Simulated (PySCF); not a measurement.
# ZrHCl: relaxation and vibrations of the singlet

Where does singlet ZrHCl go from a bent start, is the end point a minimum, and what are its modes, charges and moments?

The runs use PySCF 2.14.0; PBE0, basis Zr def2-TZVP with ECP28, H def2-TZVP, Cl def2-TZVP, scalar-relativistic core potentials, no spin–orbit coupling, density fitting.

## (1) Where the work starts

3 atoms, charge 0, spin multiplicity 1.

Bond lengths: Zr1–H2 1.860 Å, Zr1–Cl3 2.530 Å. Angles: H2–Zr1–Cl3 110.0°.

```xyz
3
charge 0 multiplicity 1
Zr    0.0000    0.0000    0.0000
H    -1.5236    0.0000    1.0669
Cl    2.0725    0.0000    1.4511
```

## (2) Finding the electronic state

One driver script runs all steps and calls PySCF; scf.py shows how it sets up the SCF of each step. The optimiser is the driver's own. After this first run the driver tries any further starts and a stability analysis.

scf.py reads:

```python
from pyscf import gto, scf, dft
mol = gto.M(atom='''
Zr     0.000000     0.000000     0.000000
H     -1.523600     0.000000     1.066900
Cl     2.072500     0.000000     1.451100''',
    basis={'Zr': 'def2-TZVP', 'H': 'def2-TZVP', 'Cl': 'def2-TZVP'},
    ecp={'Zr': 'def2-TZVP'},
    charge=0, spin=0)
mf = dft.RKS(mol, xc='PBE0')
mf.grids.atom_grid = (50, 194)
aux = {'Zr': 'def2-universal-JKFIT', 'H': 'def2-universal-JKFIT', 'Cl': 'def2-universal-JKFIT'}
mf = mf.density_fit(auxbasis=aux)
mf.conv_tol = 1e-08
mf.diis_space = 10
mf.max_cycle = 60
mf.init_guess = 'minao'
mf.verbose = 4
mf.kernel()
```

The run is started by

```sh
OMP_NUM_THREADS=2 python axn.py task.json out
```

After this run come: Relaxation: bent start, singlet; Vibrations and properties at this point; The broken-symmetry singlet; Hessian and properties.

**Question.** What will these runs give? Wanted: minimum; geometry; wavenumbers; dipole moment; highest occupied, lowest empty level; polar-tensor charge of Zr1; zero-point energy; atomisation energy; ⟨S²⟩.

The runs gave:

| quantity | value |
| --- | --- |
| minimum | broken-symmetry (Ms = 0), Cs |
| geometry | Zr–Cl 2.327 Å, Zr–H 1.852 Å; Cl–Zr–H 122.8° |
| wavenumbers (cm⁻¹) | 344, 414, 1653 |
| dipole moment | 2.56 D |
| highest occupied, lowest empty level (either spin) | -5.40, -2.24 eV |
| polar-tensor charge of Zr1 | +0.90 e |
| zero-point energy | 14.4 kJ/mol |
| entropy at 298.15 K | 271.2 J/(mol K) |
| atomisation energy (no zero-point energy) | 765 kJ/mol |
| ⟨S²⟩ | 0.944 |

The bent start keeps its Cs symmetry and ends in a minimum. The determinant is spin-contaminated (⟨S²⟩ = 0.94 against 0.00), so it is no pure spin state. In the infrared the band at 1653 cm⁻¹ (stretch) leads. The first SCF alone would have been 65 kJ/mol too high. Other starts or spin states, not run here, may lie lower. The SCF density has lower symmetry than the nuclear frame.
